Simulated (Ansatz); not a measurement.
# HfN: the cost of one run

Computed with Ansatz 0.2.0 (DFT r2SCAN, scalar-relativistic, plane waves, PAW, unless a step's input says otherwise).

## Step 1: Starting point

The structure is cubic, space group F-43m (No. 216). The conventional cell has a = 4.910 Å, b = 4.910 Å, c = 4.910 Å, α = 90.00°, β = 90.00°, γ = 90.00°. Hf (site symmetry -43m) is surrounded by 4 N at 2.13 Å. N (site symmetry -43m) is surrounded by 4 Hf at 2.13 Å.

Structure file:

```cif
data_structure
_symmetry_space_group_name_H-M 'P 1'
_symmetry_Int_Tables_number 1
_cell_length_a 3.4716
_cell_length_b 3.4716
_cell_length_c 3.4716
_cell_angle_alpha 60.000
_cell_angle_beta 60.000
_cell_angle_gamma 60.000
_cell_volume 29.59
loop_
_atom_site_label
_atom_site_type_symbol
_atom_site_fract_x
_atom_site_fract_y
_atom_site_fract_z
_atom_site_occupancy
Hf1 Hf 0.00000 0.00000 0.00000 1
N1 N 0.75000 0.75000 0.75000 1
```

The structure comes from the Materials Project (structure only).

(A quick probe on a coarse mesh, which set the mesh and smearing, is not shown.)

## Step 3: Relaxing cell and atoms

input.yaml reads:

```yaml
crystal:
  lattice:
    - [0.0, 2.454822, 2.454822]
    - [2.454822, 0.0, 2.454822]
    - [2.454822, 2.454822, 0.0]
  atoms:
    - { symbol: Hf, position: [0.0, 0.0, 0.0] }
    - { symbol: "N", position: [0.75, 0.75, 0.75] }
basis:
  ecutwfc: 500
kpoints:
  mp_grid: { grid: [14, 14, 14] }
hamiltonian:
  xc: r2scan
scf:
  occupations: { method: gaussian, width: 0.1 }
output:
  forces: true
  stress: true
  eigenvalues: true
  write_density: true
  write_potential: true
  elf: true
  volumetric_format: npy
relax:
  adjacent_minimum: "off"
  f_tol: 0.005
  max_steps: 80
  cell: { stress_tol: 0.05 }
```

Started as:

```sh
$ ansatz run input.yaml --threads 1 --pin off --max-ram 2560MiB --backend cpu --events-out ev --progress --plain --runs-dir out
```

**Question.** How long does this run take on 1 thread of Arm Neoverse V2, shared host, and how much memory does it need?

About 69 s, with a peak of 0.47 GiB.
